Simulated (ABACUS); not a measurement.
The system is HfIn4SiO6.

```xyz
12
Lattice="2.4142 -8.1295 -0.0036 2.4142 8.1295 -0.0036 -0.9887 0.0000 4.7307" Properties=species:S:1:pos:R:3 pbc="T T T"
Hf    0.0000    0.0000    0.0000
In    2.4142   -2.6536   -0.0036
In    1.9198    5.4960    2.3617
In    2.4142    2.6536   -0.0036
In    1.9198   -5.4960    2.3617
Si    1.9198    0.0000    2.3617
O     3.2588    0.0000    1.2744
O     0.5808    0.0000    3.4491
O     1.0613    1.3105    1.3041
O     2.7783    1.3105    3.4194
O     2.7783   -1.3105    3.4194
O     1.0613   -1.3105    1.3041
```

The cell was built by a generator and needn't be a form met in nature.

Base run:

| Item | Value |
| --- | --- |
| Program | ABACUS 3.10.1 |
| Functional | LDA |
| Potentials or basis | SG15 ONCV 1.2 PBE |
| Cutoff | 1361 eV |
| Density cutoff | 5442 eV |
| Basis | DZP LCAO (the cutoffs set its grid) |
| k mesh | 4 × 4 × 4 |
| Occupations | fermi-dirac, width 0.05 eV |
| Spin | no spin polarisation |

Its results: band gap on the k mesh 0.28 eV, direct; pressure -5.0 GPa; largest force 1.242 eV/Å.

**Question.** After a change of settings the same cell gave: band gap on the k mesh 0.29 eV, direct; pressure -0.2 GPa; largest force 0.528 eV/Å. Which change was it?
A. functional from LDA to PBEsol
B. functional from LDA to PW91
C. functional from LDA to PBE
D. functional from LDA to TPSS

**Answer.** D.

Caveats: the atomic orbitals were generated for these runs and aren't a published set; the potentials were made for another functional, which shifts forces and pressure; spin-orbit coupling is left out, which moves the levels of the heavy elements; the basis of atomic orbitals isn't converged, which shifts pressures, moduli and gaps.
